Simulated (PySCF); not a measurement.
**S⁻: changing the method**

Starting from one script, swap the method and compare what comes out for S⁻.

The runs use PySCF 2.14.0; method and basis as typed in the scripts.

**1. The atom**

S⁻: 1 atom, charge -1, spin multiplicity 2.

**2. Base script**

input.py reads:

```python
from pyscf import gto, scf, mp

mol = gto.M(
    atom='S 0 0 0',
    basis='cc-pcvdz',
    charge=-1,
    spin=1,
    symmetry=True,
    verbose=4,
)
mf = scf.UHF(mol)
mf.kernel()
mp.MP2(mf, frozen=5).kernel()
mf.dip_moment()
print('orbital energies (hartree):', [e[max(0, n-3):n+3].round(4) for e, n in zip(mf.mo_energy, mol.nelec)])
```

Started as:

```console
$ OMP_NUM_THREADS=1 python input.py
```

**3. Bhandhlyp (UKS)**

Edit 1 changes functional: none (Hartree–Fock) → bhandhlyp; SCF type: UHF → UKS; step after the SCF: mp2 → analyze.

input.py reads:

```python
from pyscf import gto, dft

mol = gto.M(
    atom='S 0 0 0',
    basis='cc-pcvdz',
    charge=-1,
    spin=1,
    symmetry=True,
    verbose=4,
)
mf = dft.UKS(mol, xc='bhandhlyp')
mf.kernel()
mf.analyze()
print('orbital energies (hartree):', [e[max(0, n-3):n+3].round(4) for e, n in zip(mf.mo_energy, mol.nelec)])
```

**4. SCF alone**

Edit 2 changes step after the SCF: mp2 → none.

Edit input.py of step 2 so:

```diff
@@ -1,2 +1,2 @@
-from pyscf import gto, scf, mp
+from pyscf import gto, scf
 
@@ -12,3 +12,2 @@
 mf.kernel()
-mp.MP2(mf, frozen=5).kernel()
 mf.dip_moment()
```

**5. RHF**

Edit 3 changes SCF type: UHF → RHF.

input.py reads:

```python
from pyscf import gto, scf, mp

mol = gto.M(
    atom='S 0 0 0',
    basis='cc-pcvdz',
    charge=-1,
    spin=1,
    symmetry=True,
    verbose=4,
)
mf = scf.RHF(mol)
mf.kernel()
mp.MP2(mf, frozen=5).kernel()
mf.dip_moment()
print('orbital energies (hartree):', mf.mo_energy[..., max(0, mol.nelec[1]-3):mol.nelec[0]+3].round(4))
```

**6. EOM-EA**

Edit 4 changes step after the SCF: mp2 → eomea; frozen orbitals: 5 → none; number of roots: none → 4.

Edit input.py of step 2 so:

```diff
@@ -1,2 +1,2 @@
-from pyscf import gto, scf, mp
+from pyscf import gto, scf, cc
 
@@ -12,3 +12,6 @@
 mf.kernel()
-mp.MP2(mf, frozen=5).kernel()
+mycc = cc.CCSD(mf)
+mycc.kernel()
+e = mycc.eaccsd(nroots=4)[0]
+print('roots (eV) =', (e*27.211386).round(3))
 mf.dip_moment()
```

**7. R2scan (UKS)**

Edit 5 changes functional: none (Hartree–Fock) → r2scan; SCF type: UHF → UKS; step after the SCF: mp2 → analyze.

input.py reads:

```python
from pyscf import gto, dft

mol = gto.M(
    atom='S 0 0 0',
    basis='cc-pcvdz',
    charge=-1,
    spin=1,
    symmetry=True,
    verbose=4,
)
mf = dft.UKS(mol, xc='r2scan')
mf.kernel()
mf.analyze()
print('orbital energies (hartree):', [e[max(0, n-3):n+3].round(4) for e, n in zip(mf.mo_energy, mol.nelec)])
```

**8. Population analysis**

Edit 6 changes step after the SCF: mp2 → analyze.

input.py reads:

```python
from pyscf import gto, scf

mol = gto.M(
    atom='S 0 0 0',
    basis='cc-pcvdz',
    charge=-1,
    spin=1,
    symmetry=True,
    verbose=4,
)
mf = scf.UHF(mol)
mf.kernel()
mf.analyze()
print('orbital energies (hartree):', [e[max(0, n-3):n+3].round(4) for e, n in zip(mf.mo_energy, mol.nelec)])
```

**Question.** What will these runs give? Wanted: for each run, E(SCF); from base; gap, α spin; after the SCF.

The runs gave:

| run | E(SCF) (hartree) | from base (eV) | cycles | gap, α spin (eV) | after the SCF |
| --- | --- | --- | --- | --- | --- |
| base | -397.503762 | 0 | 8 | 27.83 | MP2 correlation -2.897 eV, core frozen |
| bhandhlyp (UKS) | -398.160453 | not comparable | 7 | 22.40 | n/a |
| SCF alone | -397.503762 | 0.0000 | 8 | 27.83 | n/a |
| RHF | -397.503655 | +0.0029 | 7 | n/a | MP2 correlation -2.907 eV, core frozen |
| EOM-EA | -397.503762 | 0.0000 | 8 | 27.83 | CCSD correlation -9.119 eV, first root 7.55 eV |
| r2scan (UKS) | -398.130146 | not comparable | 7 | 18.28 | n/a |
| population analysis | -397.503762 | 0.0000 | 8 | 27.83 | n/a |

In words: The α-spin gap between the frontier levels is 18.3 eV with r2scan (0 % exact exchange) and 22.4 eV with bhandhlyp (50 %): exact exchange opens it. Total energies of different functionals can't be compared with each other; differences within one functional can.
